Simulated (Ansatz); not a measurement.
# PBE0/STO-3G run of BH3O (BH2(OH))

Aim: the electronic atomisation energy of BH3O (BH2(OH)) at PBE0/STO-3G, from 4 runs. 

The results are computed with Ansatz 0.2.0.

45 further runs of the same task are left out: 1 that didn't finish, 44 set aside as unsound or not needed.

## 1. The molecule

BH3O has 5 atoms, charge 0, and is taken as a singlet. SMILES: `[H]B([H])O`. The shape is that of a GFN2-xTB optimisation.

Bond lengths: B1–O4 1.325 Å, B1–H2 1.172 Å, B1–H3 1.182 Å, O4–H5 0.958 Å. Angles: B1–O4–H5 117.9°, H2–B1–O4 115.8°, H3–B1–O4 122.8°, H2–B1–H3 121.4°.

## 2. A single-point energy at PBE0/STO-3G

The input, molecule.yaml:

```yaml
basis:
  gaussian: {orbitals: STO-3G}
crystal:
  periodic: [false, false, false]
  atoms:
    - symbol: B
      position_ang: [0.270970, 0.302480, -0.108500]
    - symbol: H
      position_ang: [1.403550, 0.390040, -0.395610]
    - symbol: H
      position_ang: [-0.432910, 1.251360, -0.080700]
    - symbol: O
      position_ang: [-0.159420, -0.918700, 0.174490]
    - symbol: H
      position_ang: [-1.082200, -1.025180, 0.410320]
hamiltonian: {xc: pbe0}
accuracy: high
```

Run with:

```bash
$ ansatz run molecule.yaml --threads 1 --pin off --max-ram 2610MiB --events-out events.jsonl --progress --plain --runs-dir runs
```

The program printed:

```text
Warning: RAYON_NUM_THREADS=1 ignored (pool sized by the plan → 1); use --threads N
Functional definition: PBE0
  name "PBE0"
  parameter a = 0.25
  parameter kappa = 0.804
  parameter beta = 0.06672455060314922
  exchange = (1 - a)*pbe_x(kappa = kappa, mu = beta*pi^2/3) + a*exact_x
  correlation = pbe_c(beta = beta)
207 factors; integrals over basis functions are off by at most 3.1e-8 eV
mean field evaluation 1: about -2732.3765 eV, gradient 1.1e1 eV
mean field evaluation 2: about -2732.4151 eV, gradient 1.2e1 eV
mean field evaluation 4: about -2732.7691 eV, gradient 1.7e-1 eV
mean field evaluation 8: about -2732.7442 eV, gradient 1.8e-4 eV
mean field -2732.74420484 eV, -100.4264972072 hartree, gradient 2.2e-8 eV, S^2 0.000000; 0 other end points of the search recorded, 0 dependent functions left out
reference -2732.74420610 eV, -100.4264972536 hartree; 8, 8 occupied and 5, 5 virtual orbitals, 207 factors
Total energy: -2732.74420610 eV, -100.4264972536 hartree
```

It took 0.7 s on 1 thread of Arm Neoverse V1, shared host.

## 3. The B atom

The input, molecule.yaml:

```yaml
crystal:
  periodic: [false, false, false]
  atoms:
    - symbol: B
      position_ang: [0.000000, 0.000000, 0.000000]
basis:
  gaussian: {orbitals: STO-3G}
magnetization: {spin_polarized: true, initial_magnetization: 1}
accuracy: high
hamiltonian: {xc: {name: PBE0}}
```

Run the same way, it converges to -24.23604 Eh (log not shown).

## 4. The H atom at the same level

The input, input.yaml:

```yaml
crystal:
  periodic: [false, false, false]
  atoms:
    - {symbol: H, position_ang: [0.000000, 0.000000, 0.000000]}
basis:
  gaussian:
    orbitals: STO-3G
magnetization:
  spin_polarized: true
  initial_magnetization: 1
hamiltonian:
  xc: pbe0
accuracy: high
```

Run with:

```bash
$ ansatz run input.yaml --threads 1 --pin off --max-ram 2610MiB --events-out events.jsonl --progress --plain --runs-dir runs
```

The program printed, shortened:

```text
Warning: RAYON_NUM_THREADS=1 ignored (pool sized by the plan → 1); use --threads N
[... 7 set-up lines as earlier in the session ...]
1 factors; integrals over basis functions are off by at most 4.6e-10 eV
mean field evaluation 1: about -12.6944 eV, gradient 0.0e0 eV
mean field evaluation 2: about -12.6944 eV, gradient 0.0e0 eV
mean field -12.69435959 eV, -0.4665091103 hartree, gradient 0.0e0 eV, S^2 0.750000; 0 other end points of the search recorded, 0 dependent functions left out
reference -12.69436041 eV, -0.4665091406 hartree; 1, 0 occupied and 0, 1 virtual orbitals, 1 factors
Total energy: -12.69436041 eV, -0.4665091406 hartree
```

Run time: 0.08 s. Hardware: 1 thread of Arm Neoverse V1, shared host.

## 5. The O atom at the same level

The input, job.yaml:

```yaml
crystal:
  periodic: [false, false, false]
  atoms:
    - {symbol: O, position_ang: [0.000000, 0.000000, 0.000000]}
basis:
  gaussian: {orbitals: STO-3G}
magnetization: {spin_polarized: true, initial_magnetization: 2}
hamiltonian: {xc: pbe0}
accuracy: high
```

Run the same way, it converges to -73.97643 Eh (log not shown).

## 6. Summary of results

At PBE0/STO-3G:

| quantity | value |
| --- | --- |
| molecule: total energy | -100.42650 Eh |
| B atom: total energy | -24.23604 Eh |
| B atom: ⟨S²⟩ | 0.750 |
| H atom: total energy | -0.46651 Eh |
| H atom: ⟨S²⟩ | 0.750 |
| O atom: total energy | -73.97643 Eh |
| O atom: ⟨S²⟩ | 2.000 |
| electronic atomisation energy | 22.164 eV |

**Reading.** Taking the molecule apart into free atoms costs 22.16 eV (2138 kJ/mol), before zero-point energy and without spin-orbit coupling. In a minimal basis such a difference can be off by several eV, whatever the method.
